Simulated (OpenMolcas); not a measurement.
**V²⁺ with 4 ligands (fluoride): CASSCF and CASPT2 levels and susceptibility**

Which state of V²⁺ lies lowest among these ligands, how large is the field, and what χT follows?

Method: state-averaged CASSCF and CASPT2, spin-orbit coupling by RASSI with atomic mean-field integrals. Code: OpenMolcas 26.06.

## 1. The system

| Item | Value |
| --- | --- |
| Species | V²⁺ (vanadium, Z = 23, 21 electrons) |
| Basis | ANO-RCC-VTZP [6s5p3d2f1g], 115 functions with the ligands |
| Scalar Hamiltonian | DKH2, point nucleus |
| Inactive shells | 1s 2s 2p 3s 3p of the metal, and all ligand shells |
| Active space | 3 electrons in 5 orbitals (3d) |
| Some configurations of this space | 3d³ |
| Orbitals | optimised for each spin and parity, averaged over all roots |

The outer shells:

3d3
```
3d [↑ ][↑ ][↑ ][  ][  ]
```

V²⁺ is taken with 4 ligands (fluoride) in square coordination (D4h) at 2.02 Å. A charge of +0.5 e stands 2.4 Å behind each ligand. Ligand basis ANO-RCC-VDZP. The distances are assumed, not relaxed.

```xyz
5

V     0.0000    0.0000    0.0000
F     2.0200    0.0000    0.0000
F     0.0000    2.0200    0.0000
F    -2.0200    0.0000    0.0000
F     0.0000   -2.0200    0.0000
```

The work runs as a chain of OpenMolcas steps in one folder; each step below is one input file. Labels, J, g values, rates, χT and fits are worked out afterwards by a script from the matrices that RASSI stores. The input lists half of the charges; inversion (Group=XYZ) makes the rest.

## 2. GATEWAY and SEWARD: basis and integrals

Input file a.inp:

```
&GATEWAY
Coord
5

V 0.0 0.0 0.0
F 2.020000 0.000000 0.000000
F 0.000000 2.020000 0.000000
F -2.020000 0.000000 0.000000
F 0.000000 -2.020000 0.000000
Basis=V.ANO-RCC-VTZP,F.ANO-RCC-VDZP
Group=XYZ
NoMove
AngMom=0.0 0.0 0.0
AMFI
RICD
XField
2 Angstrom 0
4.420000 0.000000 0.000000 0.500000
0.000000 4.420000 0.000000 0.500000
&SEWARD
```

Launch:

```bash
OMP_NUM_THREADS=1 MOLCAS_MEM=2457 MOLCAS_PROJECT=a pymolcas a.inp > a.log
```

## 3. Reference wave functions, quartets of even parity, 10 roots

Input file a.inp:

```
&RASSCF
FileOrb=start.orb
Symmetry=1
Spin=4
nActEl=3 0 0
Inactive=13 16
Ras2=5 0
CIRoot=10 10 1
SDav=10
CIMx=300
Iter=150 100
PrWF=0.3
OrbListing=Nothing
MaxOrb=0
LevShft=1.0
>>> COPY $Project.JobIph JOB001
```

start.orb holds start orbitals that the driver prepared beforehand, or those of the step before.

## 4. Reference wave functions, doublets of even parity, 40 roots

Input file a.inp:

```
&RASSCF
FileOrb=start.orb
Symmetry=1
Spin=2
nActEl=3 0 0
Inactive=13 16
Ras2=5 0
CIRoot=40 40 1
SDav=40
CIMx=300
Iter=150 100
PrWF=0.3
OrbListing=Nothing
MaxOrb=0
LevShft=1.0
>>> COPY $Project.JobIph JOB002
```

## 5. State interaction with spin-orbit coupling

Input file a.inp:

```
&RASSI
NrOfJobIphs=2 10 40
1 2 3 4 5 6 7 8 9 10
1 2 3 4 5 6 7 8 9 10 11 12 13 14 15 16 17 18 19 20 21 22 23 24 25 26 27
28 29 30 31 32 33 34 35 36 37 38 39 40
IphNames
JOB001
JOB002
EJob
SpinOrbit
DIPRint=1.0
SOCoupling=1000.0
Subsets=2
Property=9
'ANGMOM' 1 'ANGMOM' 2 'ANGMOM' 3 'MLTPL  1' 1 'MLTPL  1' 2 'MLTPL  1' 3
'AMFI' 1 'AMFI' 2 'AMFI' 3
SOProperty=3
'ANGMOM' 1 'ANGMOM' 2 'ANGMOM' 3
```

## 6. CASPT2: IPEA 0.25, imaginary shift 0.1 (closed shells correlated: 3s 3p of the metal, with ligand shells; the Frozen line counts the rest)

Input file a.inp:

```
>>> COPY JOB001 $Project.JobIph
&CASPT2
Multistate=10 1 2 3 4 5 6 7 8 9 10
NoMult
Frozen=4 5
IPEA=0.25
Imaginary=0.1
MaxIter=60
WThr=0.0 0.3 0.05
PrWF=0.5
NoMix
>>> COPY JOB002 $Project.JobIph
&CASPT2
Multistate=40 1 2 3 4 5 6 7 8 9 10 11 12 13 14 15 16 17 18 19 20 21 22
23 24 25 26 27 28 29 30 31 32 33 34 35 36 37 38 39 40
NoMult
Frozen=4 5
IPEA=0.25
Imaginary=0.1
MaxIter=60
WThr=0.0 0.3 0.05
PrWF=0.5
NoMix
```

## 7. CASPT2: IPEA 0.25, real shift 0.3 (closed shells correlated: 3s 3p of the metal, with ligand shells; the Frozen line counts the rest)

a.inp: that of step 6 with these lines changed.

```diff
@@ -6,3 +6,3 @@
 IPEA=0.25
-Imaginary=0.1
+Shift=0.3
 MaxIter=60
@@ -18,3 +18,3 @@
 IPEA=0.25
-Imaginary=0.1
+Shift=0.3
 MaxIter=60
```

(Steps that only read results are left out.)

What does the calculation give? Wanted: spin-free ground state; first state of the same spin within the active space; lowest level; next level.

As calculated:

| quantity | value |
| --- | --- |
| method | SS-CASPT2, IPEA 0.25, imaginary shift 0.1 (closed shells correlated: 3s 3p of the metal, with ligand shells; the Frozen line counts the rest) |
| spin-free ground state | 4E, 2-fold in its orbital part |
| first state of the same spin within the active space | 4A2 at 397 cm⁻¹ |
| lowest level | 2-fold E3/2, g = 0.47, 0.47, 2.85 |
| next level | 85.3 cm⁻¹ |
| χT at 300 K | 1.69 cm³ K/mol |
| effective moment at 300 K | 3.68 μB |

Cost by method:

```csv
method,time of its own steps,time with the reference
A. CASSCF,23 s,23 s
"B. SS-CASPT2, IPEA 0.25, imaginary shift 0.1, +3s 3p",91 s,1.9 min
"C. SS-CASPT2, IPEA 0.25, real shift 0.3, +3s 3p",83 s,1.8 min
```

Times are of one thread on a shared host.

In words: The spin-free ground state (4E) comes to 94 % from free-ion F terms and keeps the highest spin of the shell. χT at 300 K is 1.69, against 1.88 cm³ K/mol for the spin alone, so spin-orbit coupling lowers it.
